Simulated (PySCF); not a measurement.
# CH9BNP: the cost of one run

The runs use PySCF 2.14.0, with density-fitted response routines of our own; the level of theory stands in each step. All values are computed, except where a source is named. Atoms count from 0, in the outputs and in this text.

## Step 1: Starting geometry

13 atoms, charge 0, multiplicity 1; geometry from: GFN2-xTB. The atoms were then displaced at random by about 0.01 Å, so the start is not that level's minimum.

Bonds of the start (Å): C0–N1 1.44, N1–B2 1.62, B2–P3 2.02, C0–H4 1.08, C0–H5 1.09, C0–H6 1.11, N1–H7 1.01, N1–H8 1.02, B2–H9 1.21, B2–H10 1.19, P3–H11 1.37, P3–H12 1.33.

## Step 2: Geometry optimisation at PBE0-D3(BJ)/def2-SVP

What the job is given:

```
{"job": {"xc": "PBE0", "basis": "def2-SVP", "d3": "d3bj", "grid": 1, "shake": 0.01, "kind": "geom"}, "charge": 0, "multiplicity": 1}
C     -1.733050     0.562930     0.436160
N     -0.526850     0.369100    -0.323720
B      0.561060    -0.579500     0.411040
P      2.080050    -0.683820    -0.910980
H     -2.217210    -0.382430     0.624720
H     -1.512480     1.058160     1.382330
H     -2.449270     1.218850    -0.109740
H     -0.702180    -0.068070    -1.219800
H     -0.062810     1.265650    -0.497520
H      0.894390    -0.042670     1.439840
H      0.069300    -1.647590     0.572390
H      2.770210     0.430870    -0.498960
H      2.834670    -1.518350    -0.194680
```

Started as:

```bash
$ OMP_NUM_THREADS=1 python probes_run.py task.json out
```

One launch serves the whole session: the jobs run in the order shown.

Q: Estimate the wall time and peak memory of this first job on 1 thread of Arm Neoverse V1, shared host.

About 34 s, with a peak of 0.43 GiB.
